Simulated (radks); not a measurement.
# Ionisation energy and size from Hf²⁺ to Au²⁺

One table from this session's results is given with a row withheld; the runs are named, their logs left out.

Method: scalar-relativistic Kohn-Sham, LDA (Slater exchange, Perdew-Wang correlation), spin-polarised, spherical densities, finite nucleus; open shells are filled with parallel spins first. Code: radks (a radial shooting solver on a logarithmic mesh, Libxc functionals) version 1.

## What is computed

| Property | Result |
| --- | --- |
| species | Hf²⁺, Ta²⁺, W²⁺, Re²⁺, Os²⁺, Ir²⁺, Pt²⁺, Au²⁺ |
| runs | 16, each species and its next ion |

The first run:

The run's settings:

```text
Z 72
configuration [Xe] 4f14 5d2
relativity scalar-relativistic
functional lda,pw
spin polarised
nucleus finite rms 5.347 fm
c 137.035999084
```

Command:

```bash
$ python run_ks.py task.json out
```

All runs below come from this command, one after another.

Steps of the session up to this table: Hf²⁺, [Xe] 4f14 5d2; Hf³⁺, [Xe] 4f14 5d1; Ta²⁺, [Xe] 4f14 5d3; Ta³⁺, [Xe] 4f14 5d2; W²⁺, [Xe] 4f14 5d4; W³⁺, [Xe] 4f14 5d3; Re²⁺, [Xe] 4f14 5d5; Re³⁺, [Xe] 4f14 5d4; Os²⁺, [Xe] 4f14 5d6; Os³⁺, [Xe] 4f14 5d5; Ir²⁺, [Xe] 4f14 5d7; Ir³⁺, [Xe] 4f14 5d6; Pt²⁺, [Xe] 4f14 5d8; Pt³⁺, [Xe] 4f14 5d7; Au²⁺, [Xe] 4f14 5d9; Au³⁺, [Xe] 4f14 5d8.

One table of the session follows, with a row left open; its other results are not shown here.

```
species  Δ-SCF (eV)  −ε(HOMO) (eV)  its <r> (bohr)
   Hf²⁺      22.561         17.557            2.10
   Ta²⁺      24.622         19.372            1.97
    W²⁺      26.610         21.124            1.87
   Re²⁺      28.545         22.828            1.77
   Os²⁺           ?              ?               ?
   Ir²⁺      29.561         23.686            1.63
   Pt²⁺      31.655         25.532            1.56
   Au²⁺      33.680         27.323            1.50
```

**Question.** Estimate the row for Os²⁺.

**Answer.** Δ-SCF (eV): 27.365; −ε(HOMO) (eV): 21.758; its <r> (bohr): 1.71. In the column «Δ-SCF (eV)» it lies between W²⁺ (26.610) and Re²⁺ (28.545).

Open shells are spherical and high-spin; term and fine-structure splittings are not resolved. Spin-orbit splitting is averaged out at the scalar-relativistic level.
